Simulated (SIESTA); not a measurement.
The system is Bi2S.

```
Bi S
1.0
     7.52570    0.00000    0.00000
     0.00000   11.88472    0.00000
    -1.06267    0.00000    4.03064
Bi S
8 4
Direct
  0.37465 0.62089 0.20283
  0.62535 0.12089 0.29717
  0.62535 0.37911 0.79717
  0.37465 0.87911 0.70283
  0.00905 0.65255 0.53723
  0.99095 0.15255 0.96277
  0.99095 0.34745 0.46277
  0.00905 0.84745 0.03723
  0.34694 0.10034 0.67514
  0.65306 0.60034 0.82486
  0.65306 0.89966 0.32486
  0.34694 0.39966 0.17514
```

The cell comes from a database or a generator and needn't be the stable form of this composition.

Below is the output of SIESTA 5.4.2 for this cell. Logs are shortened: lines on timing, memory, paths and dates and some standing lists are left out, and cuts for length are marked.

```text
Version         : 5.4.2

                           ***********************
                           *  WELCOME TO SIESTA  *
                           ***********************

 NOTE: Siesta V5 introduces some new defaults for basis-set generation
 NOTE: which might lead to slightly different numerical results.
 NOTE: Please see the manual for full details and compatibility measures.

reinit: Reading from file Bi2S.fdf

reinit: -----------------------------------------------------------------------
reinit: System Name: Bi2S
reinit: -----------------------------------------------------------------------
reinit: System Label: Bi2S
reinit: -----------------------------------------------------------------------

initatom: Reading input for the pseudopotentials and atomic orbitals ----------
Species number:   1 Atomic number:   83 Label: Bi
Species number:   2 Atomic number:   16 Label: S

Ground state valence configuration (from tables):   6s02  6p03  6d00  5f00
Ground state valence configuration (from tables):   3s02  3p04  3d00  4f00

---- Processing specs for species: Bi
Reading pseudopotential information in PSML from:
  Bi.psml
PSML file version: 1.1
Using libxc ids:  101 130
GGA--PBE XC_GGA_X_PBE--XC_GGA_C_PBE pb
Semicore shell(s) with 10 electrons included in the valence for Bi

---- Processing specs for species: S
Reading pseudopotential information in PSML from:
  S.psml
PSML file version: 1.1
Using libxc ids:  101 130
GGA--PBE XC_GGA_X_PBE--XC_GGA_C_PBE pb

---- Pseudopotential check for Bi

Pseudized shells:
6s( 2.00) rc: 2.40
6p( 3.00) rc: 2.50
5d(10.00) rc: 2.10
Valence configuration for ps generation: 5d:6s:6p: Total charge:  15.000000
Semicore shell(s): 5d

---- Pseudopotential check for S

Pseudized shells:
3s( 2.00) rc: 1.45
3p( 4.00) rc: 1.45
3d( 0.00) rc: 1.60
Valence configuration for ps generation: 3s:3p: Total charge:   6.000000
For Bi, standard SIESTA heuristics set lmxkb to 3
 (one more than the basis l, including polarization orbitals).
Use PS.lmax or PS.KBprojectors blocks to override.
For S, standard SIESTA heuristics set lmxkb to 3
 (one more than the basis l, including polarization orbitals).
Use PS.lmax or PS.KBprojectors blocks to override.
Bi pseudopotential only contains V_ls up to l=2 -- lmxkb reset.
S pseudopotential only contains V_ls up to l=2 -- lmxkb reset.

<basis_specs>
[... 628 lines left out ...]

    Orbital volume contribution        =          12.059423 eV
    (Free)E + p_basis*V_orbitals       =      -19047.836092 eV
    (Free)Eharris+ p_basis*V_orbitals  =      -19047.836093 eV

mulliken: Atomic and Orbital Populations:

Species: Bi
Atom  Qatom  Qorb
               6s      6s      6py     6pz     6px     6py     6pz     6px
               5dxy    5dyz    5dz2    5dxz    5dx2-y2 5dxy    5dyz    5dz2
               5dxz    5dx2-y2 6dxy    6dyz    6dz2    6dxz    6dx2-y2
   1 14.765   1.854   0.047   0.681   0.729   0.700   0.076   0.087   0.124
              1.949   1.948   1.950   1.949   1.950   0.056   0.056   0.058

              0.057   0.055   0.066   0.067   0.081   0.116   0.108
   2 14.765   1.854   0.047   0.681   0.729   0.700   0.076   0.087   0.124
              1.949   1.948   1.950   1.949   1.950   0.056   0.056   0.058
[... 21 lines left out ...]
              0.055   0.054   0.049   0.074   0.066   0.077   0.093
   8 14.930   1.820   0.061   0.798   0.704   0.832   0.120   0.149   0.067
              1.947   1.959   1.952   1.949   1.950   0.057   0.045   0.054

              0.055   0.054   0.049   0.074   0.066   0.077   0.093

Species: S
Atom  Qatom  Qorb
               3s      3s      3py     3pz     3px     3py     3pz     3px
               3Pdxy   3Pdyz   3Pdz2   3Pdxz   3Pdx2-y2
   9  6.305   1.829   0.031   1.260   1.542   1.578   0.082  -0.050  -0.090
              0.021   0.016   0.023   0.031   0.032
  10  6.305   1.829   0.031   1.260   1.542   1.578   0.082  -0.050  -0.090
              0.021   0.016   0.023   0.031   0.032
  11  6.305   1.829   0.031   1.260   1.542   1.578   0.082  -0.050  -0.090
              0.021   0.016   0.023   0.031   0.032
  12  6.305   1.829   0.031   1.260   1.542   1.578   0.082  -0.050  -0.090
              0.021   0.016   0.023   0.031   0.032

mulliken: Qtot =      144.000

Mulliken Atomic Populations:
Atom #   charge [q] valence [e]  Species
     1     0.234771   14.765229  Bi
     2     0.234770   14.765230  Bi
     3     0.234771   14.765229  Bi
     4     0.234770   14.765230  Bi
     5     0.069862   14.930138  Bi
     6     0.069862   14.930138  Bi
     7     0.069862   14.930138  Bi
     8     0.069861   14.930139  Bi
     9    -0.304632    6.304632  S
    10    -0.304632    6.304632  S
    11    -0.304632    6.304632  S
    12    -0.304632    6.304632  S
 Total    -0.000000

Hirshfeld Atomic Populations:
Atom #   charge [q] valence [e]  Species
     1     0.179297   14.820703  Bi
     2     0.179297   14.820703  Bi
     3     0.179297   14.820703  Bi
     4     0.179297   14.820703  Bi
     5     0.031545   14.968455  Bi
     6     0.031544   14.968456  Bi
     7     0.031545   14.968455  Bi
     8     0.031544   14.968456  Bi
     9    -0.210841    6.210841  S
    10    -0.210841    6.210841  S
    11    -0.210841    6.210841  S
    12    -0.210840    6.210840  S
 Total     0.000003

Voronoi Atomic Populations:
Atom #   charge [q] valence [e]  Species
     1     0.237872   14.762128  Bi
     2     0.237872   14.762128  Bi
     3     0.237872   14.762128  Bi
     4     0.237872   14.762128  Bi
     5     0.039459   14.960541  Bi
     6     0.039458   14.960542  Bi
     7     0.039459   14.960541  Bi
     8     0.039458   14.960542  Bi
     9    -0.277330    6.277330  S
    10    -0.277330    6.277330  S
    11    -0.277330    6.277330  S
    12    -0.277330    6.277330  S
 Total     0.000003

Job completed
```

Write the input and the command behind it.

Single point with PBE, no spin polarisation. The files as run (others can give the same):

Bi2S.fdf
```
SystemName                      Bi2S
SystemLabel                     Bi2S
NumberOfSpecies                 2
NumberOfAtoms                   12
%block ChemicalSpeciesLabel
  1  83 Bi
  2  16 S
%endblock ChemicalSpeciesLabel

LatticeConstant                 1.0 Ang
%block LatticeVectors
     7.5257037404     0.0000000000     0.0000000000
     0.0000000000    11.8847250000     0.0000000000
    -1.0626695353     0.0000000000     4.0306350365
%endblock LatticeVectors
AtomicCoordinatesFormat         Fractional
%block AtomicCoordinatesAndAtomicSpecies
     0.3746480000     0.6208900000     0.2028280000  1  Bi
     0.6253520000     0.1208900000     0.2971720000  1  Bi
     0.6253520000     0.3791100000     0.7971720000  1  Bi
     0.3746480000     0.8791100000     0.7028280000  1  Bi
     0.0090540000     0.6525490000     0.5372290000  1  Bi
     0.9909460000     0.1525490000     0.9627710000  1  Bi
     0.9909460000     0.3474510000     0.4627710000  1  Bi
     0.0090540000     0.8474510000     0.0372290000  1  Bi
     0.3469440000     0.1003380000     0.6751430000  2  S
     0.6530560000     0.6003380000     0.8248570000  2  S
     0.6530560000     0.8996620000     0.3248570000  2  S
     0.3469440000     0.3996620000     0.1751430000  2  S
%endblock AtomicCoordinatesAndAtomicSpecies

%block kgrid.MonkhorstPack
    4   0   0  0.0
    0   3   0  0.0
    0   0   7  0.0
%endblock kgrid.MonkhorstPack
XC.Functional                   GGA
XC.Authors                      PBE
PAO.BasisSize                   DZP
PAO.EnergyShift                 0.003 Ry
Mesh.Cutoff                     500 Ry
OccupationFunction              FD
ElectronicTemperature           0.05 eV
MaxSCFIterations                120
SCF.MustConverge                false
SCF.Mixer.Method                Pulay
SCF.Mixer.Weight                0.25
SCF.Mixer.History               8
SCF.DM.Tolerance                5.0e-05
SCF.H.Tolerance                 1.0e-03 eV
WriteForces                     true
Charge.Mulliken                 end
Charge.Hirshfeld                end
Charge.Voronoi                  end
SaveRho                         true
SaveElectrostaticPotential      true
%block PAO.Basis
  Bi 4
  n=6 0 2
    5.784 0.000
  n=6 1 2
    8.130 0.000
  n=5 2 2
    3.882 0.000
  n=6 2 1
    8.130
%endblock PAO.Basis
```

Potentials or basis: PseudoDojo 0.4 standard (PBE files), DZP (energy shift 0.003 Ry; two zetas on semicore shells).
Command:
```console
$ siesta Bi2S.fdf > Bi2S.out 2>&1
```
